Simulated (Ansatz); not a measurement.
# C₂H₃BBrF: a ladder of functionals and wavefunction methods

One table from this session's results is given with a row withheld; the runs are named, their logs left out.

Computed with Ansatz 0.2.0, Gaussian basis. Level: functionals in def2-TZVPP, the program's frozen cores in correlated methods.

Plan: LDA (SPW92), PBE-D4, revPBE-D4, BLYP-D4, r2SCAN-D4, B97M-V, PBE0-D4, B3LYP-D4, r2SCANh-D4, r2SCAN0-D4, HSE06-D4, BHLYP-D4, CAM-B3LYP-D4, LC-ωPBE, ωB97X-V, ωB97M-V, B2PLYP, PBE-QIDH; CCSD(T)/def2-SVP; CCSD(T)/def2-TZVPP; MP2/def2-QZVPP; extrapolation to the limit; RPA on PBE.

**The geometry**

All runs share one geometry, relaxed beforehand with PBE0-D4 in a triple-zeta def2 set.

SMILES `B/C(Br)=C\F`, 8 atoms, charge 0, spin multiplicity 1.

Atoms are counted from 1 here; the program's logs count them from 0.

Bond lengths: B1–C2 1.528 Å, B1–H6 1.193 Å, B1–H7 1.191 Å, C2–Br3 1.901 Å, C2–C4 1.339 Å, C4–F5 1.320 Å, C4–H8 1.086 Å. Angles: C2–B1–H6 118.5°, C2–B1–H7 120.6°, H6–B1–H7 121.0°, B1–C2–Br3 120.7°, B1–C2–C4 124.6°, Br3–C2–C4 114.8°, C2–C4–F5 122.1°, C2–C4–H8 125.6°, F5–C4–H8 112.3°.

Geometry (Å):

```tsv
atom	x (Å)	y (Å)	z (Å)
B1	0.34313	1.28527	0.04778
C2	0.34077	-0.23745	0.17035
Br3	1.81372	-1.14910	0.95387
C4	-0.65409	-1.03140	-0.24437
F5	-1.74553	-0.54978	-0.80920
H6	-0.60125	1.81673	-0.45030
H7	1.26866	1.92298	0.44177
H8	-0.67330	-2.11425	-0.16570
```

Set-up of the first run:

File in.yaml:

```yaml
crystal:
  periodic: [false, false, false]
  atoms:
    - {symbol: B, position_ang: [0.343126, 1.285265, 0.047777]}
    - {symbol: C, position_ang: [0.340769, -0.237446, 0.170346]}
    - {symbol: Br, position_ang: [1.813718, -1.149097, 0.953870]}
    - {symbol: C, position_ang: [-0.654088, -1.031405, -0.244372]}
    - {symbol: F, position_ang: [-1.745530, -0.549780, -0.809198]}
    - {symbol: H, position_ang: [-0.601255, 1.816735, -0.450300]}
    - {symbol: H, position_ang: [1.268657, 1.922981, 0.441773]}
    - {symbol: H, position_ang: [-0.673297, -2.114253, -0.165695]}
basis:
  gaussian: {orbitals: def2-TZVPP}
hamiltonian: {xc: lda}
output: {orbitals: {seedname: orbitals}}
```

Launch:

```sh
$ ansatz run in.yaml --threads 4 --pin off --events-out ev --progress --plain --max-ram 10444MiB
```

Among the steps run: LDA; PBE-D4 (GGA); revPBE-D4 (GGA); BLYP-D4 (GGA); r2SCAN-D4 (meta-GGA); B97M-V (meta-GGA); PBE0-D4 (hybrid); B3LYP-D4 (hybrid); r2SCANh-D4 (hybrid); r2SCAN0-D4 (hybrid); HSE06-D4 (hybrid); BHLYP-D4 (hybrid); CAM-B3LYP-D4 (range-separated); LC-ωPBE (range-separated); ωB97X-V (range-separated); ωB97M-V (range-separated); B2PLYP (double hybrid); PBE-QIDH (double hybrid).

One of the session's tables, all rows but one given; the rest of the session is left out.

It belongs to the step «Orbital energies across the functionals». 

| functional | HOMO (eV) | LUMO (eV) | gap (eV) |
| --- | --- | --- | --- |
| LDA (SPW92) | -6.64 | -3.79 | 2.85 |
| PBE-D4 | -6.44 | -3.50 | 2.95 |
| revPBE-D4 | -6.37 | -3.38 | 2.99 |
| BLYP-D4 | -6.28 | -3.34 | 2.94 |
| r2SCAN-D4 | -6.67 | -3.27 | 3.39 |
| B97M-V | -6.74 | -3.28 | 3.46 |
| PBE0-D4 | ? | ? | ? |
| B3LYP-D4 | -7.35 | -2.77 | 4.58 |
| r2SCANh-D4 | -7.09 | -2.94 | 4.15 |
| r2SCAN0-D4 | -7.73 | -2.43 | 5.30 |
| HSE06-D4 | -7.19 | -2.95 | 4.24 |
| BHLYP-D4 | -8.57 | -1.52 | 7.06 |
| CAM-B3LYP-D4 | -8.86 | -1.46 | 7.40 |
| LC-ωPBE | -10.18 | -0.31 | 9.87 |
| ωB97X-V | -9.82 | -0.37 | 9.45 |
| ωB97M-V | -9.72 | -0.53 | 9.19 |

Estimate the missing values for PBE0-D4.

**Answer.** HOMO (eV): -7.58; LUMO (eV): -2.56; gap (eV): 5.02. In the column «HOMO (eV)» it lies between r2SCAN0-D4 (-7.73) and B3LYP-D4 (-7.35).
